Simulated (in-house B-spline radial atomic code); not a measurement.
# In: numerical settings, good and bad

Aim: try In with numerical settings changed, some of them on purpose beyond sense, against a run with standard settings.

Program: in-house B-spline radial atomic code version 1. Level of theory: scalar-relativistic (spin-free one-electron X2C) PBE, spin-polarised, spherical fractional occupations, Fermi nucleus, basis-set limit. These are calculated values, not measurements, unless marked.

## (1) What is computed

- element: indium (Z = 49)
- charge: 0
- electrons: 49
- configuration: [Kr] 4d10 5s2 5p1
- Hamiltonian: scalar-relativistic (X2C)
- nucleus: Fermi, rms radius 4.616 fm

Outer shells as boxes (Hund's rule):

[Kr] 4d10 5s2 5p1
```
[Kr] core
4d [↑↓][↑↓][↑↓][↑↓][↑↓]
5s [↑↓]
5p [↑ ][  ][  ]
```

Where spins are not typed, each open shell is filled with up spins first.

A run counts as converged when the orbital gradient is under the tolerance times 49 hartree (or under the basis's noise floor) and the energy moved by less than 1e-8 hartree times the root of its size. Energy differences under 2e-05 hartree are noise.

Settings of the run:

```ini
Z = 49
electrons = 49.0
configuration = [Kr] 4d10 5s2 5p1
hamiltonian = x2c
method = pbe,pbe
spin_polarised = True
nucleus = fermi
rms_radius = 4.6156
mass_number = 115
atomic_mass = 114.903878772
speed_of_light = 137.035999084
knot_spacing = 0.22
spline_order = 8
gauss_points = 12
box_radius = 50
max_iterations = 70
damping = 0.5
damped_steps = 3
diis_vectors = 10
tolerance = 1e-08
start = Thomas-Fermi
```

The reference is known from an earlier run: -5880.594262 hartree in all. Up to eight levels, counted from the top:

```
orbital  occupation  energy (eV)  <r> (bohr)
4s down           1      -119.43      0.8483
  4p up           3      -78.061      0.9220
4p down           3      -78.044      0.9217
  4d up           5      -18.601       1.186
4d down           5      -18.527       1.181
  5s up           1       -8.435       2.621
5s down           1       -7.858       2.601
  5p up           1       -2.780       3.703
```

## (2) Knot spacing (logarithmic) 1.4; spline order 4; cap on iterations 75; convergence tolerance 0.01

Settings of the run:

```ini
Z = 49
electrons = 49.0
configuration = [Kr] 4d10 5s2 5p1
hamiltonian = x2c
method = pbe,pbe
spin_polarised = True
nucleus = fermi
rms_radius = 4.6156
mass_number = 115
atomic_mass = 114.903878772
speed_of_light = 137.035999084
knot_spacing = 1.4
spline_order = 4
gauss_points = 12
box_radius = 50
max_iterations = 75
damping = 0.5
damped_steps = 3
diis_vectors = 10
tolerance = 0.01
start = Thomas-Fermi
```

On the command line:

```bash
$ python run_scf.py task.json out
```

task.json lists these runs, among others, and the program works through them in turn.

## (3) Spline order 10; cap on iterations 60; damping (share of the old matrix) 0.2

Settings of the run:

```ini
Z = 49
electrons = 49.0
configuration = [Kr] 4d10 5s2 5p1
hamiltonian = x2c
method = pbe,pbe
spin_polarised = True
nucleus = fermi
rms_radius = 4.6156
mass_number = 115
atomic_mass = 114.903878772
speed_of_light = 137.035999084
knot_spacing = 0.22
spline_order = 10
gauss_points = 12
box_radius = 50
max_iterations = 60
damping = 0.2
damped_steps = 3
diis_vectors = 10
tolerance = 1e-08
start = Thomas-Fermi
```

## (4) Cap on iterations 100; damping (share of the old matrix) 0.2; number of damped steps 8; convergence tolerance 0.01

The settings differ from step 3 so:

```diff
@@ -12,10 +12,10 @@
 knot_spacing = 0.22
-spline_order = 10
+spline_order = 8
 gauss_points = 12
 box_radius = 50
-max_iterations = 60
+max_iterations = 100
 damping = 0.2
-damped_steps = 3
+damped_steps = 8
 diis_vectors = 10
-tolerance = 1e-08
+tolerance = 0.01
 start = Thomas-Fermi
```

## (5) Configuration [Kr] 4d10 5s2 5p1 7s2 7p6

Settings of the run:

```ini
Z = 49
electrons = 57.0
configuration = [Kr] 4d10 5s2 5p1 7s2 7p6
hamiltonian = x2c
method = pbe,pbe
spin_polarised = True
nucleus = fermi
rms_radius = 4.6156
mass_number = 115
atomic_mass = 114.903878772
speed_of_light = 137.035999084
knot_spacing = 0.22
spline_order = 8
gauss_points = 12
box_radius = 50
max_iterations = 60
damping = 0.5
damped_steps = 3
diis_vectors = 10
tolerance = 1e-08
start = Thomas-Fermi
```

**Question.** Which of these runs converge to the reference energy, which miss it and by about how much, and which fail?

As calculated:

| run | outcome | iterations | energy less the reference (hartree) |
| --- | --- | --- | --- |
| reference | converged | 10 | 0 |
| knot spacing (logarithmic) 1.4; spline order 4; cap on iterations 75; convergence tolerance 0.01 | converged | 8 | +742 |
| spline order 10; cap on iterations 60; damping (share of the old matrix) 0.2 | converged | 12 | below noise |
| cap on iterations 100; damping (share of the old matrix) 0.2; number of damped steps 8; convergence tolerance 0.01 | converged | 14 | below noise |
| Configuration [Kr] 4d10 5s2 5p1 7s2 7p6 | converged | 29 | other system or model |

What this shows: Of 4 changed inputs, 2 gave the reference energy within 2e-05 hartree, 1 converged to another value and 1 changed the system or the model. The worst converged miss is +742 hartree (knot spacing (logarithmic) 1.4; spline order 4; cap on iterations 75; convergence tolerance 0.01): that the iterations converge says nothing of the basis, the quadrature or the box.
